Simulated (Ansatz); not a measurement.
The system is WF.

```
W F
1.0
     1.36589    0.78860    5.06960
    -1.36589    0.78860    5.06960
     0.00000   -1.57719    5.06960
W F
1 1
Cartesian
  0.0000 0.0000 12.3818
  0.0000 0.0000 14.2525
```

The cell was built by a generator and needn't be a form met in nature.

| Quantity | Value |
| --- | --- |
| Program | Ansatz 0.2.0 |
| Task | relaxation of cell and atoms |
| Functional | PBE |
| Dispersion | D3(BJ) |
| Potentials or basis | Ansatz PAW |
| Cutoff | 420 eV (not typed: the program's choice for these potentials) |
| k mesh | 11 × 11 × 11 |
| Occupations | fermi-dirac, width 0.05 eV |
| Spin | no spin polarisation |

At the start: volume 16.38 Å³/atom.

Q: Where does the relaxation end?

A: It ends after 10 steps and the volume is 14.74 Å³/atom (-10.0 %); space group R3m (No. 160, to 0.05 Å).

Step by step:
| step | energy change (eV) | largest force (eV/Å) | volume (Å³) |
| --- | --- | --- | --- |
| 1 | 0.0000 | 0.0105 | 32.76 |
| 2 | -0.0266 | 0.3624 | 30.64 |
| 3 | -0.0368 | 0.4656 | 29.68 |
| 4 | -0.0402 | 0.1034 | 29.95 |
| 5 | -0.0414 | 0.0018 | 29.72 |
| 6 | -0.0415 | 0.0007 | 29.68 |
| 7 | -0.0382 | 0.0002 | 29.68 |
| 8 | -0.0389 | 0.0026 | 29.46 |
| 9 | -0.0389 | 0.0000 | 29.47 |
| 10 | -0.0384 | 0.0002 | 29.47 |

Final structure:
```cif
data_structure
_symmetry_space_group_name_H-M 'P 1'
_symmetry_Int_Tables_number 1
_cell_length_a 4.8598
_cell_length_b 4.8598
_cell_length_c 4.8598
_cell_angle_alpha 32.507
_cell_angle_beta 32.507
_cell_angle_gamma 32.507
_cell_volume 29.47
loop_
_atom_site_label
_atom_site_type_symbol
_atom_site_fract_x
_atom_site_fract_y
_atom_site_fract_z
_atom_site_occupancy
W1 W 0.80704 0.80704 0.80704 1
F1 F 0.94420 0.94420 0.94420 1
```

Caveat: the plane-wave basis is chosen anew once the cell has moved, so the energies of steps on either side of that aren't comparable; the pressure holds a Pulay correction of +0.4 GPa for the finite cutoff; an odd number of electrons without spin polarisation forces a metal; a magnetic or distorted state may lie lower; pairwise dispersion overbinds metals, which lowers pressure and volume.
